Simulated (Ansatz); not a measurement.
# C₂H₇BSi: up Jacob's ladder to CCSD(T)

How much do the methods differ for C₂H₇BSi? The plan is to run it at one geometry with functionals of several rungs and with coupled cluster. The yardstick is the atomisation energy at the CCSD(T) limit.

Computed with Ansatz 0.2.0, Gaussian basis. Level: functionals in def2-TZVPP, the program's frozen cores in correlated methods.

Plan: LDA (SPW92), PBE-D4, revPBE-D4, BLYP-D4, r2SCAN-D4, B97M-V, PBE0-D4, B3LYP-D4, r2SCANh-D4, r2SCAN0-D4, HSE06-D4, BHLYP-D4, CAM-B3LYP-D4, LC-ωPBE, ωB97X-V, ωB97M-V, B2PLYP, PBE-QIDH; CCSD(T)/def2-SVP; CCSD(T)/def2-TZVPP; MP2/def2-QZVPP; extrapolation to the limit; RPA on PBE.

### Step 1. The geometry

An earlier PBE0-D4 in a triple-zeta def2 set relaxation fixed the geometry.

11 atoms, charge 0, spin multiplicity 1.

Atoms are counted from 1 here; the program's logs count them from 0.

Bond lengths: B1–Si2 2.090 Å, B1–C3 1.667 Å, B1–C4 1.591 Å, B1–H5 1.189 Å, B1–H6 1.280 Å, Si2–C3 1.768 Å, Si2–H7 1.481 Å, Si2–H8 1.478 Å, C3–C4 1.487 Å, C3–H9 1.081 Å, C4–H10 1.085 Å, C4–H11 1.086 Å. Angles: Si2–B1–C3 54.8°, Si2–B1–C4 93.2°, Si2–B1–H5 127.2°, Si2–B1–H6 59.2°, C3–B1–C4 54.2°, C3–B1–H5 126.5°, C3–B1–H6 108.8°, C4–B1–H5 132.4°, C4–B1–H6 109.6°, H5–B1–H6 112.4°, B1–Si2–C3 50.3°, B1–Si2–H7 118.5°, B1–Si2–H8 117.1°, C3–Si2–H7 124.3°, C3–Si2–H8 119.5°, H7–Si2–H8 112.7°, B1–C3–Si2 74.9°, B1–C3–C4 60.3° and more.

### Step 2. LDA

This LDA is Slater exchange with PW92 correlation.

Contents of in.yaml:

```yaml
crystal:
  periodic: [false, false, false]
  atoms:
    - {symbol: B, position_ang: [-0.323513, 0.816864, -0.352924]}
    - {symbol: Si, position_ang: [-0.436947, -0.524514, 1.246456]}
    - {symbol: C, position_ang: [-0.024697, -0.820391, -0.447447]}
    - {symbol: C, position_ang: [0.993214, 0.144738, -0.940027]}
    - {symbol: H, position_ang: [-1.222168, 1.403239, -0.865427]}
    - {symbol: H, position_ang: [-0.108752, 1.207296, 0.847366]}
    - {symbol: H, position_ang: [0.556377, -0.408714, 2.339250]}
    - {symbol: H, position_ang: [-1.787002, -0.872396, 1.737987]}
    - {symbol: H, position_ang: [-0.631390, -1.410716, -1.120031]}
    - {symbol: H, position_ang: [1.114963, 0.181993, -2.017832]}
    - {symbol: H, position_ang: [1.935515, 0.225601, -0.406772]}
basis:
  gaussian: {orbitals: def2-TZVPP}
hamiltonian: {xc: lda}
output: {orbitals: {seedname: orbitals}}
```

Command:

```
$ ansatz run in.yaml --threads 2 --pin off --events-out ev --progress --plain --max-ram 4352MiB
```

Further steps of the session: PBE-D4 (GGA); revPBE-D4 (GGA); BLYP-D4 (GGA); r2SCAN-D4 (meta-GGA); B97M-V (meta-GGA); B3LYP-D4 (hybrid); r2SCANh-D4 (hybrid); r2SCAN0-D4 (hybrid); HSE06-D4 (hybrid); BHLYP-D4 (hybrid); CAM-B3LYP-D4 (range-separated); LC-ωPBE (range-separated); ωB97X-V (range-separated); ωB97M-V (range-separated); B2PLYP (double hybrid); PBE-QIDH (double hybrid); CCSD(T) in def2-SVP; CCSD(T) in def2-TZVPP; MP2 in def2-QZVPP; RPA on PBE orbitals.

Before running them: what should the planned runs give, taken together? Wanted: atomisation energy, CCSD(T)/CBS; farthest beyond LDA; mean size of error, GGA; mean size of error, meta-GGA; mean size of error, hybrid; mean size of error, range-separated; mean size of error, double hybrid; gap, smallest and largest; T1 diagnostic.

The runs gave:

```
                               quantity                                               value
        atomisation energy, CCSD(T)/CBS                                       3941.0 kJ/mol
 functionals within 19.7 kJ/mol (0.5 %)  revPBE-D4, B3LYP-D4, r2SCAN0-D4, LC-ωPBE, PBE-QIDH
                    farthest beyond LDA                               PBE-D4 (+81.8 kJ/mol)
                mean size of error, GGA                                         35.0 kJ/mol
           mean size of error, meta-GGA                                         48.2 kJ/mol
             mean size of error, hybrid                                         35.6 kJ/mol
    mean size of error, range-separated                                         24.9 kJ/mol
      mean size of error, double hybrid                                         25.2 kJ/mol
              gap, smallest and largest           4.20 eV (LDA (SPW92)), 10.78 eV (LC-ωPBE)
                          T1 diagnostic                                              0.0118
triples share of the correlation energy                                               4.3 %
```

In words: LDA overbinds by 550.0 kJ/mol (14 %). PBE-D4 misses by +81.8 kJ/mol. Double hybrids carry the basis error of their MP2 part in triple zeta, and no dispersion term here, so their miss is partly the set-up's. By mean error the best rung here is range-separated (24.9 kJ/mol) and the worst beyond LDA is meta-GGA (48.2 kJ/mol). The gap between the best rungs is small, so their order is not settled. The reference freezes the cores and leaves out relativity and excitations past (T), so misses under about 19.7 kJ/mol can't be ranked. Hartree-Fock recovers 75 % of the binding; the rest is correlation. CCSD(T) in def2-SVP is off by -177.5 kJ/mol, more than most functionals: a good method in a small basis is no reference. Orbital gaps span 4.2 to 10.8 eV; exact exchange widens them.
